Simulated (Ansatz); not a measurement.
**GeAsH5+ (quartet): wave-function methods side by side, cc-pVDZ**

How much of the correlation energy of GeAsH5+ (quartet) does each wave-function method recover here?

Program: Ansatz 0.2.0, Gaussian basis. Level of theory: cc-pVDZ, core rule «outside noble gas», up to 28 orbitals frozen. These are calculated values, not measurements.

To be run: UHF; CCSD(T) on ROHF; CCSD(T) on UHF; BCCD(T) on ROHF; CISD; CCSDT(Q) on ROHF; CCSDT(Q) on UHF.

6 further runs of the same task are left out: 6 set aside as unsound or not needed.

## (1) The geometry

The geometry is a PBE0/def2-TZVP stationary point (not a proven minimum) of the parent state, kept for this charge and spin. No spin-orbit coupling is included. The filled d shell of Ge, As may be among the frozen orbitals whatever the setting's name suggests; the logs give the count.

7 atoms, charge 1, spin multiplicity 4.

Atoms are counted from 1 here; the program's logs count them from 0.

Bond lengths: Ge1–As2 2.414 Å, Ge1–H3 1.535 Å, Ge1–H4 1.537 Å, Ge1–H5 1.537 Å, As2–H6 1.679 Å, As2–H7 1.670 Å. Angles: As2–Ge1–H3 109.9°, As2–Ge1–H4 109.1°, As2–Ge1–H5 109.1°, H3–Ge1–H4 110.0°, H3–Ge1–H5 110.0°, H4–Ge1–H5 108.9°, Ge1–As2–H6 94.6°, Ge1–As2–H7 91.6°, H6–As2–H7 173.7°.

## (2) UHF

File in.yaml:

```yaml
crystal:
  periodic: [false, false, false]
  atoms:
    - {symbol: Ge, position_ang: [0.000000, 0.002482, 1.208209]}
    - {symbol: As, position_ang: [0.000000, -0.002052, -1.205799]}
    - {symbol: H, position_ang: [0.000000, 1.446730, 1.727162]}
    - {symbol: H, position_ang: [-1.250506, -0.736399, 1.711615]}
    - {symbol: H, position_ang: [1.250506, -0.736399, 1.711615]}
    - {symbol: H, position_ang: [0.000000, 1.671226, -1.344022]}
    - {symbol: H, position_ang: [0.000000, -1.671527, -1.250582]}
basis:
  gaussian: {orbitals: cc-pVDZ}
total_charge: 1
magnetization: {spin_polarized: true, initial_magnetization: 3}
hamiltonian: {xc: hf}
output: {orbitals: {seedname: orbitals}}
```

On the command line:

```bash
$ ansatz run in.yaml --threads 1 --pin off --events-out ev --progress --plain --max-ram 4096MiB --backend cpu
```

Further steps of the session: CCSD(T) on ROHF; CCSD(T) on UHF; BCCD(T) on ROHF; CISD; CCSDT(Q) on ROHF; CCSDT(Q) on UHF.

Before running them: what should the planned runs give, taken together? Wanted: UCCSDT(Q) from the RHF energy; RMP2 from UCCSDT(Q); UMP2 from UCCSDT(Q); RCCSD from UCCSDT(Q); RCCSD(T) from UCCSDT(Q); UCCSD(T) from UCCSDT(Q); RCCSDT(Q) from UCCSDT(Q); T1 diagnostic.

As calculated:

| quantity | value |
| --- | --- |
| UCCSDT(Q) from the ROHF energy | -6.6501 eV |
| RMP2 from UCCSDT(Q) | +142.1 kJ/mol |
| UMP2 from UCCSDT(Q) | +147.7 kJ/mol |
| RCCSD from UCCSDT(Q) | +20.9 kJ/mol |
| RCCSD(T) from UCCSDT(Q) | +5.2 kJ/mol |
| UCCSD(T) from UCCSDT(Q) | +4.4 kJ/mol |
| RCCSDT(Q) from UCCSDT(Q) | +0.9 kJ/mol |
| levels within 1 kcal/mol (43 meV) | RCCSDT, UCCSDT, RCCSDT(Q) |
| T1 diagnostic | 0.022 |

**Reading.** RCCSD(T) misses by +5.2 kJ/mol, 0.8 % of the correlation energy. These misses are within one basis, not against nature; the frozen cores of restricted and unrestricted runs differ, which can shift their rows.

With open shells the CI space here admits some triples and quadruples, so it is larger than plain CISD.
